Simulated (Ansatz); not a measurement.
Consider a convergence test of the plane-wave cutoff of YbZn₂As₂, space group P-3m1 (Ansatz 0.2.0 through its Python package).

`ecut_ybzn2as2.py`
```python
'''Cutoff test for YbZn2As2.'''

import ansatz
import pandas as pd

crystal = (
    ansatz.Lattice.from_parameters(4.18361, 4.18361, 6.96498, alpha=90, beta=90, gamma=120)
    .space_group(164)
    .atom('Yb', (0.0, 0.0, 0.0))
    .atom('Zn', (1 / 3, 2 / 3, 0.63361))
    .atom('As', (1 / 3, 2 / 3, 0.2549))
)

setup = (
    crystal.calculation()
    .functional('pbesol')
    .scf(tolerance=1e-09)
    .occupations('methfessel_paxton')
    .kpoints(spacing=0.32)
    .forces()
    .stress()
)

rows = []
for value in [250, 350, 450, 550]:
    report = setup.basis(value).run(threads=1, backend='cpu').report
    rows.append((value, report['free_energy_ev'] / len(report['lattice']['sites']), report['n_iterations'], sum(report['stress_gpa'][i][i] for i in range(3)) / 3, max(abs(f) for row in report['forces_ev_ang'] for f in row), report['n_pw']))

table = pd.DataFrame(rows, columns=['cutoff (eV)', 'F/atom (eV)', 'iterations', 'P (GPa)', 'max component (eV/A)', 'plane waves'])
print(table.round(5).to_string(index=False))

# differences from the last row
for row in rows[:-1]:
    shift = 1000 * (row[1] - rows[-1][1])
    print(f'{row[0]}: {shift:+.2f} meV/atom' + ('  (within 1 meV)' if abs(shift) < 1 else ''))
```

From which cutoff on is the energy per atom within 1 meV of the last row, and how does it get there?

From 450 eV on it stays within 1 meV an atom of the value at 550 eV; the first row (250 eV) is off by 951.7 meV and the last but one by 0.68 meV. The energy falls steadily, as expected when plane waves are added. The pressure moves from -3.42 to -3.97 GPa (the program's stress holds a Pulay correction, so it settles early). The last run costs about 4.5 times the first.

The output:

Running `python ecut_ybzn2as2.py` prints:
```text
DeckWarning: basis.ecutwfc = 250 eV is below the records' recommended 420 eV, and the density's cutoff is lower with it unless basis.ecutrho_ratio is high enough to keep the records' density cutoff: compare with a run at a higher cutoff
DeckWarning: output.stress: scf.convergence.dr2_threshold = 1e-9 eV is looser than the 5e-10 eV advised for a printed stress (1e-10 eV for each atom of the cell: 5). What an SCF threshold leaves in a stress goes as its square root, and in the free energy as the threshold itself, and one threshold admits the most on a small cell: of the crystals measured, under no hybrid functional and no lock of the moments, on runs that ended without the residual-converged pass, on stresses that held no [...]
DeckWarning: basis.ecutwfc = 350 eV is below the records' recommended 420 eV, and the density's cutoff is lower with it unless basis.ecutrho_ratio is high enough to keep the records' density cutoff: compare with a run at a higher cutoff
 cutoff (eV)  F/atom (eV)  iterations  P (GPa)  max component (eV/A)  plane waves
         250  -5972.53884          13 -3.42309               0.32824          965
         350  -5973.48360          27 -3.89598               0.06278         1581
         450  -5973.48982          22 -3.96630               0.07447         2287
         550  -5973.49050          29 -3.96877               0.07499         3039
250: +951.65 meV/atom
350: +6.89 meV/atom
450: +0.68 meV/atom  (within 1 meV)
```
(Warnings from the package without file and line, shortened.)

Caveats:
- Semilocal functionals put the nearly full 4f shell of Yb too close to the Fermi level.
- Pressure is positive in compression.
- This cell is a computed structure, which may not be the phase found in nature.
- Shifts are counted from the last row, which is itself no proven limit.
- Hardware and time: 47 s on 1 thread of Arm Neoverse V1, on a shared host, peak memory 0.59 GiB.
